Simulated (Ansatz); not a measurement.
# Rh, space group P6_3/mmc: an equation of state with a fit

Program: Ansatz 0.2.0, Python API.

Notebook, run cell by cell (the value of a cell's last expression is shown):

```python
from dataclasses import dataclass
import warnings

import ansatz as az
import numpy as np
from pymatgen.analysis.eos import EOS
```

```python
@dataclass(frozen=True)
class Settings:
    functional: str = "r2SCAN"
    cutoff_ev: int = 600
    kmesh: tuple[int, ...] = (10, 10, 3)
```

```python
opts = Settings()

vectors0 = np.array([
    [2.69174, 0.0, 0.0],
    [-1.34587, 2.33112, 0.0],
    [0.0, 0.0, 8.79807],
])
sites = [
    ("Rh", (0.0, 0.0, 0.0)),
    ("Rh", (1 / 3, 2 / 3, 0.25)),
    ("Rh", (0.0, 0.0, 0.5)),
    ("Rh", (2 / 3, 1 / 3, 0.75)),
]
```

```python
def crystal_on(cell):
    crystal = az.Crystal(lattice=az.Lattice.of(cell))
    for symbol, position in sites:
        crystal = crystal.atom(symbol, position)
    return crystal
```

```python
warnings.simplefilter("ignore", az.DeckWarning)
```

```python
volumes, energies, pressures = [], [], []
for scale in np.linspace(0.9, 1.1, 9):
    cell = vectors0 * scale ** (1 / 3)
    job = (
        crystal_on(cell).calculation()
        .functional(opts.functional)
        .occupations(az.OccupationsMethod.METHFESSEL_PAXTON)
        .basis(opts.cutoff_ev)
        .kpoints(*opts.kmesh)
        .stress()
    )
    data = job.run(threads=1).report
    volumes.append(abs(np.linalg.det(cell)) / len(sites))
    energies.append(data["free_energy_ev"] / len(sites))
    pressures.append(np.trace(data["stress_gpa"]) / 3)
    print(f"V = {volumes[-1]:8.4f} A^3/atom  F = {energies[-1]:.5f} eV/atom  P = {pressures[-1]:8.3f} GPa")
```

    V =  12.4213 A^3/atom  F = -6415.12336 eV/atom  P =   36.498 GPa
    V =  12.7664 A^3/atom  F = -6415.18897 eV/atom  P =   24.734 GPa
    V =  13.1114 A^3/atom  F = -6415.23109 eV/atom  P =   14.641 GPa
    V =  13.4564 A^3/atom  F = -6415.25306 eV/atom  P =    5.981 GPa
    V =  13.8015 A^3/atom  F = -6415.25774 eV/atom  P =   -1.443 GPa
    V =  14.1465 A^3/atom  F = -6415.24761 eV/atom  P =   -7.799 GPa
    V =  14.4915 A^3/atom  F = -6415.22481 eV/atom  P =  -13.229 GPa
    V =  14.8366 A^3/atom  F = -6415.19120 eV/atom  P =  -17.852 GPa
    V =  15.1816 A^3/atom  F = -6415.14842 eV/atom  P =  -21.778 GPa

```python
for form in ["birch_murnaghan"]:
    fit = EOS(eos_name=form).fit(volumes, energies)
    print(f"{form:18s} V0 {fit.v0:8.4f} A^3/atom  B0 {fit.b0_GPa:7.1f} GPa  B1 {fit.b1:5.2f}")
```

    birch_murnaghan    V0  13.7301 A^3/atom  B0   281.5 GPa  B1  5.17

A third-order Birch-Murnaghan fit through the 9 points has its minimum at 13.73 Å³ an atom, 0.5 % below the typed cell, with a bulk modulus of 282 GPa and dB/dP = 5.2. From that minimum the energy rises by 134.7 meV an atom on the compressed side and 109.6 meV on the expanded side.

Absolute energies stand on the zero of these potentials, so only differences at equal settings mean something. Shape and fractional positions are held along the curve, so the bulk modulus is an upper value where they are free to relax. The mesh is modest for a metal, so energies can be off by several to tens of meV an atom and pressures by half a GPa or more; differences at equal mesh fare better. Pressure is positive in compression. This isn't the structure that Rh takes at ambient conditions. Run time: 82 s on 1 thread of Arm Neoverse V2 (shared host), peak memory 0.71 GiB.
